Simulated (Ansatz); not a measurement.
# CH5BBrNO: a ladder of functionals and wavefunction methods

Aim: compute CH5BBrNO with functionals from several rungs and with coupled cluster, and see how far each lands from CCSD(T) at the basis-set limit for the atomisation energy.

The runs use Ansatz 0.2.0, Gaussian basis; functionals in def2-TZVPP, the program's frozen cores in correlated methods.

The runs, in order: PBE-D4, r2SCAN-D4, PBE0-D4, B3LYP-D4, ωB97X-V, ωB97M-V, B2PLYP; CCSD(T)/def2-TZVPP; MP2/def2-QZVPP; extrapolation to the limit.

**1. The geometry**

The geometry comes from an earlier relaxation with PBE0-D4 in a triple-zeta def2 set; it is a stationary point, not always the lowest conformer.

SMILES `COB(N)Br`, 10 atoms, charge 0, spin multiplicity 1.

Atoms are counted from 1 here; the program's logs count them from 0.

Bond lengths: C1–O2 1.411 Å, C1–H6 1.093 Å, C1–H7 1.093 Å, C1–H8 1.090 Å, O2–B3 1.351 Å, B3–N4 1.394 Å, B3–Br5 1.956 Å, N4–H9 1.005 Å, N4–H10 1.002 Å. Angles: O2–C1–H6 111.2°, O2–C1–H7 111.2°, O2–C1–H8 107.3°, H6–C1–H7 108.7°, H6–C1–H8 109.2°, H7–C1–H8 109.3°, C1–O2–B3 124.4°, O2–B3–N4 120.5°, O2–B3–Br5 121.4°, N4–B3–Br5 118.1°, B3–N4–H9 121.6°, B3–N4–H10 122.9°, H9–N4–H10 115.5°.

**2. PBE-D4 (GGA)**

File in.yaml:

```yaml
crystal:
  periodic: [false, false, false]
  atoms:
    - {symbol: C, position_ang: [-1.195268, 0.854642, -0.870863]}
    - {symbol: O, position_ang: [-0.413197, 0.519295, 0.254657]}
    - {symbol: B, position_ang: [0.539724, -0.438226, 0.262830]}
    - {symbol: N, position_ang: [1.265957, -0.703537, 1.423062]}
    - {symbol: Br, position_ang: [0.943033, -1.489123, -1.336434]}
    - {symbol: H, position_ang: [-0.570033, 1.206218, -1.695248]}
    - {symbol: H, position_ang: [-1.779542, -0.002175, -1.215173]}
    - {symbol: H, position_ang: [-1.872557, 1.653054, -0.567783]}
    - {symbol: H, position_ang: [1.101389, -0.195106, 2.274554]}
    - {symbol: H, position_ang: [1.980494, -1.405043, 1.470418]}
basis:
  gaussian: {orbitals: def2-TZVPP}
hamiltonian: {xc: pbe, dispersion: d4}
output: {forces: true, orbitals: {seedname: orbitals}}
```

The run is started by

```console
$ ansatz run in.yaml --threads 2 --pin off --events-out ev --progress --plain --max-ram 22528MiB --backend cpu
```

After this run come: r2SCAN-D4 (meta-GGA); PBE0-D4 (hybrid); B3LYP-D4 (hybrid); ωB97X-V (range-separated); ωB97M-V (range-separated); B2PLYP (double hybrid); CCSD(T) in def2-TZVPP; MP2 in def2-QZVPP.

Before running them: what should the planned runs give, taken together? Wanted: atomisation energy, CCSD(T)/CBS; farthest; mean size of error, hybrid; mean size of error, range-separated; gap, smallest and largest; T1 diagnostic; triples share of the correlation energy.

As calculated:

| quantity | value |
| --- | --- |
| atomisation energy, CCSD(T)/CBS | 3883.1 kJ/mol |
| functionals within 38.8 kJ/mol (1.0 %) | r2SCAN-D4, PBE0-D4, B3LYP-D4, ωB97X-V, ωB97M-V, B2PLYP |
| farthest | PBE-D4 (+99.2 kJ/mol) |
| mean size of error, hybrid | 12.4 kJ/mol |
| mean size of error, range-separated | 11.6 kJ/mol |
| gap, smallest and largest | 6.44 eV (PBE-D4), 12.85 eV (ωB97X-V) |
| T1 diagnostic | 0.0099 |
| triples share of the correlation energy | 3.6 % |

**Reading.** PBE-D4 misses by +99.2 kJ/mol. Double hybrids carry the basis error of their MP2 part in triple zeta, and no dispersion term here, so their miss is partly the set-up's. The reference freezes the cores and leaves out relativity and excitations past (T), and its outer-core shells are covered unevenly, so misses under about 38.8 kJ/mol can't be ranked. All levels share the lack of spin-orbit coupling, which lowers the free heavy atoms and so the true binding. Hartree-Fock recovers 72 % of the binding; the rest is correlation. Orbital gaps span 6.4 to 12.9 eV; exact exchange widens them. Correlated methods include outer-core shells of Br, which these sets cover unevenly.
